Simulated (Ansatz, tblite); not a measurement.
# C₃₀H₁₂S₁₀: rung by rung

Aim: run the singlet of C₃₀H₁₂S₁₀ at one geometry on many levels, and compare frontier levels, spin and run time.

Computed with Ansatz 0.2.0, Gaussian basis. Level: as each input shows.

Plan: GFN1-xTB, GFN2-xTB, PBE-D4/def2-SVP, r2SCAN-D4/def2-SVP, r2SCAN0-D4/def2-SVP, BLYP-D4/def2-SVP, HF/def2-SVP, r2SCAN-D4/def2-mTZVP, HF/STO-3G, HF/6-31G, B3LYP-D4/6-31G.

## Step 1: The structure

The singlet was relaxed beforehand with r2SCAN-D4/def2-SVP.

52 atoms, charge 0, spin multiplicity 1.

Bond lengths: C1–C2 1.377 Å, C1–S40 1.740 Å, C1–H41 1.090 Å, C2–C3 1.420 Å, C2–H42 1.091 Å, C3–S4 1.733 Å, C3–C39 1.404 Å, S4–C5 1.763 Å, C5–C6 1.441 Å, C5–C38 1.389 Å, C6–C7 1.391 Å, C6–S37 1.763 Å, C7–C8 1.411 Å, C7–H43 1.091 Å, C8–S9 1.736 Å, C8–C36 1.406 Å, S9–C10 1.765 Å, C10–C11 1.435 Å and more. Angles: C2–C1–S40 113.4°, C2–C1–H41 127.5°, S40–C1–H41 119.1°, C1–C2–C3 110.9°, C1–C2–H42 123.6°, C3–C2–H42 125.5°, C2–C3–S4 135.2°, C2–C3–C39 114.1°, S4–C3–C39 110.7°, C3–S4–C5 91.5°, S4–C5–C6 120.4°, S4–C5–C38 111.9°, C6–C5–C38 127.7°, C5–C6–C7 127.7°, C5–C6–S37 120.4°, C7–C6–S37 111.9°, C6–C7–C8 111.6°, C6–C7–H43 123.0° and more.

PBE0-D4/def2-SVP was run before; its log isn't repeated, and its numbers join the tables.

## Step 2: GFN1-xTB

Tight binding, by tblite at 300 K electronic temperature and without a spin-polarisation term:

```python
tblite.interface.Calculator('GFN1-xTB', numbers, positions, charge=0, uhf=0).singlepoint()
```

Energy -2907.2467 eV, HOMO -10.14 eV, LUMO -8.68 eV; 0.3 s.

## Step 3: GFN2-xTB

Tight binding, by tblite at 300 K electronic temperature and without a spin-polarisation term:

```python
tblite.interface.Calculator('GFN2-xTB', numbers, positions, charge=0, uhf=0).singlepoint()
```

Energy -2797.7646 eV, HOMO -9.78 eV, LUMO -8.34 eV; 0.29 s.

## Step 4: PBE-D4/def2-SVP

start.molden holds the orbitals of an earlier run on this state, given as this run's starting guess.

in.yaml reads:

```yaml
crystal:
  periodic: [false, false, false]
  atoms:
    - {symbol: C, position_ang: [14.260253, -0.452501, -1.948462]}
    - {symbol: C, position_ang: [13.541950, -1.067996, -0.948349]}
    - {symbol: C, position_ang: [12.156206, -0.786701, -1.074915]}
    - {symbol: S, position_ang: [10.727773, -1.218007, -0.192677]}
    - {symbol: C, position_ang: [9.709525, -0.307732, -1.307884]}
    - {symbol: C, position_ang: [8.282794, -0.255587, -1.114899]}
    - {symbol: C, position_ang: [7.387329, 0.674471, -1.633162]}
    - {symbol: C, position_ang: [6.061543, 0.393546, -1.241426]}
    - {symbol: S, position_ang: [4.516675, 1.134801, -1.518467]}
    - {symbol: C, position_ang: [3.706838, -0.079379, -0.525589]}
    - {symbol: C, position_ang: [2.284572, -0.020751, -0.340720]}
    - {symbol: C, position_ang: [1.381870, 0.911624, -0.843758]}
    - {symbol: C, position_ang: [0.060660, 0.627954, -0.441580]}
    - {symbol: S, position_ang: [-1.488006, 1.359607, -0.713280]}
    - {symbol: C, position_ang: [-2.289302, 0.139494, 0.275841]}
    - {symbol: C, position_ang: [-3.712930, 0.173667, 0.473482]}
    - {symbol: C, position_ang: [-4.511795, -0.806521, 1.057461]}
    - {symbol: C, position_ang: [-5.867424, -0.422868, 1.087689]}
    - {symbol: S, position_ang: [-7.336928, -1.154692, 1.650824]}
    - {symbol: C, position_ang: [-8.282474, 0.241704, 1.133599]}
    - {symbol: C, position_ang: [-9.705594, 0.257109, 1.341003]}
    - {symbol: C, position_ang: [-10.504318, -0.719152, 1.922521]}
    - {symbol: C, position_ang: [-11.864912, -0.334152, 1.947840]}
    - {symbol: S, position_ang: [-13.338374, -1.054967, 2.513296]}
    - {symbol: C, position_ang: [-14.255826, 0.329760, 2.000185]}
    - {symbol: C, position_ang: [-13.484659, 1.310672, 1.418610]}
    - {symbol: C, position_ang: [-12.117976, 0.928560, 1.390337]}
    - {symbol: S, position_ang: [-10.648668, 1.655023, 0.824400]}
    - {symbol: C, position_ang: [-7.484401, 1.220370, 0.551386]}
    - {symbol: C, position_ang: [-6.126136, 0.840923, 0.529065]}
    - {symbol: S, position_ang: [-4.658085, 1.573461, -0.031170]}
    - {symbol: C, position_ang: [-1.385170, -0.791641, 0.781663]}
    - {symbol: C, position_ang: [-0.066853, -0.513013, 0.370607]}
    - {symbol: S, position_ang: [1.480886, -1.249943, 0.638575]}
    - {symbol: C, position_ang: [4.605314, -1.008622, -0.009562]}
    - {symbol: C, position_ang: [5.927679, -0.737327, -0.416535]}
    - {symbol: S, position_ang: [7.469763, -1.481072, -0.142543]}
    - {symbol: C, position_ang: [10.454588, 0.308213, -2.305640]}
    - {symbol: C, position_ang: [11.835767, 0.038610, -2.164877]}
    - {symbol: S, position_ang: [13.270023, 0.466927, -3.043931]}
    - {symbol: H, position_ang: [15.338170, -0.486564, -2.108307]}
    - {symbol: H, position_ang: [13.995266, -1.686649, -0.172224]}
    - {symbol: H, position_ang: [7.700066, 1.524856, -2.240960]}
    - {symbol: H, position_ang: [1.682904, 1.752027, -1.472241]}
    - {symbol: H, position_ang: [-4.118471, -1.755861, 1.422533]}
    - {symbol: H, position_ang: [-10.108853, -1.661059, 2.306937]}
    - {symbol: H, position_ang: [-15.334287, 0.341333, 2.159713]}
    - {symbol: H, position_ang: [-13.889548, 2.248994, 1.037301]}
    - {symbol: H, position_ang: [-7.882491, 2.160569, 0.165573]}
    - {symbol: H, position_ang: [-1.680499, -1.618233, 1.428886]}
    - {symbol: H, position_ang: [4.301186, -1.839054, 0.631119]}
    - {symbol: H, position_ang: [10.004347, 0.895782, -3.107285]}
basis:
  gaussian: {orbitals: def2-SVP, fitting: {mean_field: def2-universal-jkfit}, initial_orbitals: start.molden}
hamiltonian: {xc: pbe, dispersion: d4}
scf: {omitted_lower_state_checks: [starts]}
output: {forces: true, orbitals: {seedname: orbitals}}
```

Launch:

```
$ ansatz run in.yaml --threads 2 --pin off --events-out ev --progress --plain --max-ram 32768MiB --backend cuda --devices 0, --max-vram 18GiB
```

After this run come: r2SCAN-D4/def2-SVP; r2SCAN0-D4/def2-SVP; BLYP-D4/def2-SVP; HF/def2-SVP; r2SCAN-D4/def2-mTZVP; HF/STO-3G; HF/6-31G; B3LYP-D4/6-31G.

Q: Predict the results of all the runs planned. Wanted: gap in def2-SVP, named functionals and Hartree-Fock, smallest and largest; binding an atom, functionals in def2-SVP.

The runs gave:

| quantity | value |
| --- | --- |
| gap in def2-SVP, named functionals and Hartree-Fock, smallest and largest | 1.51 eV (BLYP-D4), 6.81 eV (HF) |
| binding an atom, functionals in def2-SVP | 5.27 (r2SCAN0-D4) to 5.64 eV (PBE-D4) |

Over the named functionals and Hartree-Fock in def2-SVP the gap runs from 1.51 eV (BLYP-D4) to 6.81 eV (HF); exact exchange widens it.
